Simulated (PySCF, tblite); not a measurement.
**C₄H₁₀BOP: geometry, infrared bands and NMR shifts**

Aim: predict the infrared bands and NMR shifts of C₄H₁₀BOP (`C/C=C\B(P)OC`).

The runs use tblite 0.8.0 and PySCF 2.14.0, with density-fitted response routines of our own; the level of theory stands in each step. All values are computed, except where a source is named. Atoms count from 0, in the outputs and in this text.

### 1 Starting geometry

17 atoms, charge 0, multiplicity 1; geometry from: force field or distance geometry start.

Bonds of the start (Å): C0–C1 1.50, C1–C2 1.33, C2–B3 1.60, B3–P4 1.93, B3–O5 1.48, O5–C6 1.40, C0–H7 1.11, C0–H8 1.11, C0–H9 1.12, C1–H10 1.09, C2–H11 1.08, P4–H12 1.45, P4–H13 1.44, C6–H14 1.10, C6–H15 1.13, C6–H16 1.12.

### 2 Geometry optimisation with GFN2-xTB

What the job is given:

```
{"job": {"kind": "relax", "xc": "GFN2-xTB", "basis": "xTB"}, "charge": 0, "multiplicity": 1}
C      1.384400    -1.770000    -0.469700
C      1.677700    -0.870300     0.689200
C      1.141900     0.332600     0.903600
B      0.050000     1.040500    -0.025700
P     -0.333200     2.905700     0.267600
O     -0.651400     0.300800    -1.093200
C     -1.863600    -0.189600    -0.586800
H      1.568700    -1.225800    -1.418500
H      2.039100    -2.663400    -0.434000
H      0.318900    -2.113500    -0.419000
H      2.424900    -1.221800     1.408200
H      1.469600     0.906400     1.758500
H     -1.466300     2.933400    -0.643200
H     -1.135500     2.659000     1.439200
H     -2.364400    -0.774000    -1.378300
H     -1.712200    -0.876100     0.295400
H     -2.555500     0.638100    -0.303000
```

On the command line:

```
OMP_NUM_THREADS=1 python probes_run.py task.json out
```

The driver reads the jobs from task.json and runs them one after another.

**Question.** This job is followed by: GFN2-xTB harmonic vibrations, gas phase; GIAO PBE0/pcSseg-1 NMR shielding, non-relativistic, gas phase. Predict these results of the whole session: strongest single infrared mode (GFN2-xTB); zero-point energy (GFN2-xTB); 13C shifts against TMS (PBE0/pcSseg-1); 1H shifts against TMS (PBE0/pcSseg-1, means over atoms taken as alike); 11B shifts against BF3·OEt2 (PBE0/pcSseg-1); 31P shifts against H3PO4 (PBE0/pcSseg-1); 17O shifts against H2O (PBE0/pcSseg-1).

As calculated:

```
                                                              quantity                             value
                             strongest single infrared mode (GFN2-xTB)              917 cm⁻¹, 236 km/mol
                                          zero-point energy (GFN2-xTB)                     82.9 kcal/mol
                                13C shifts against TMS (PBE0/pcSseg-1)      159.8, 136.1, 59.3, 21.9 ppm
1H shifts against TMS (PBE0/pcSseg-1, means over atoms taken as alike)  6.69, 6.00, 4.10, 2.32, 1.60 ppm
                           11B shifts against BF3·OEt2 (PBE0/pcSseg-1)                          50.4 ppm
                              31P shifts against H3PO4 (PBE0/pcSseg-1)                        -244.6 ppm
                                17O shifts against H2O (PBE0/pcSseg-1)                         184.7 ppm
```

In words: The optimisation took 160 steps and gained 1.091 eV; among the close pairs (by a distance rule), B3–O5 changed most, from 1.476 to 1.334 Å. The lowest mode is slightly imaginary (12i cm⁻¹), a soft motion within the noise of the Hessian, so the minimum is not strictly shown. The strongest single mode, at 917 cm⁻¹, is spread over many atoms; the largest shares are those of B3. Unscaled tight-binding wavenumbers are off by several per cent, some by more. Its intensities can rank the bands wrongly. At PBE0/pcSseg-1: Shielding is most anisotropic at O5 (span 444 ppm, paramagnetic term -247 ppm).
